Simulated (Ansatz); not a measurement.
# BClH5NOSi: the cost of one run

Program: Ansatz 0.2.0, Gaussian basis. Level of theory: the settings change from run to run. These are calculated values, not measurements.

## Step 1: The molecule

The structure was relaxed beforehand with PBE0-D4 in a triple-zeta def2 set.

SMILES `NB(Cl)O[SiH3]`, 10 atoms, charge 0, spin multiplicity 1.

Atoms are counted from 1 here; the program's logs count them from 0.

Bond lengths: N1–B2 1.397 Å, N1–H6 1.005 Å, N1–H7 1.004 Å, B2–Cl3 1.779 Å, B2–O4 1.357 Å, O4–Si5 1.641 Å, Si5–H8 1.482 Å, Si5–H9 1.482 Å, Si5–H10 1.490 Å. Angles: B2–N1–H6 123.1°, B2–N1–H7 122.1°, H6–N1–H7 114.9°, N1–B2–Cl3 118.3°, N1–B2–O4 124.1°, Cl3–B2–O4 117.5°, B2–O4–Si5 138.0°, O4–Si5–H8 108.8°, O4–Si5–H9 108.9°, O4–Si5–H10 110.5°, H8–Si5–H9 110.2°, H8–Si5–H10 109.2°, H9–Si5–H10 109.2°.

## Step 2: CCSD/cc-pVTZ

This run has correlated electrons set to outside_noble_gas, 1 DIIS vectors.

File in.yaml:

```yaml
crystal:
  periodic: [false, false, false]
  atoms:
    - {symbol: N, position_ang: [-0.769157, 1.297214, 0.802129]}
    - {symbol: B, position_ang: [-0.775170, -0.094696, 0.921828]}
    - {symbol: Cl, position_ang: [-1.798588, -0.829447, 2.177963]}
    - {symbol: O, position_ang: [-0.047055, -0.929544, 0.138370]}
    - {symbol: Si, position_ang: [1.014336, -0.816446, -1.107875]}
    - {symbol: H, position_ang: [-0.219195, 1.786769, 0.118079]}
    - {symbol: H, position_ang: [-1.321140, 1.885534, 1.399007]}
    - {symbol: H, position_ang: [0.468210, -1.556940, -2.269341]}
    - {symbol: H, position_ang: [2.309108, -1.403001, -0.689060]}
    - {symbol: H, position_ang: [1.221751, 0.609559, -1.488099]}
basis:
  gaussian: {orbitals: cc-pVTZ}
hamiltonian: {xc: {name: HF}}
correlation: {method: ccsd, electrons: outside_noble_gas, diis_vectors: 1}
```

Launch:

```sh
ansatz run in.yaml --threads 4 --pin off --events-out ev --progress --plain --max-ram 10444MiB
```

What time and memory should one allow on 4 threads of Arm Neoverse V1, shared host?

About 43 s, with a peak of 3.5 GiB.
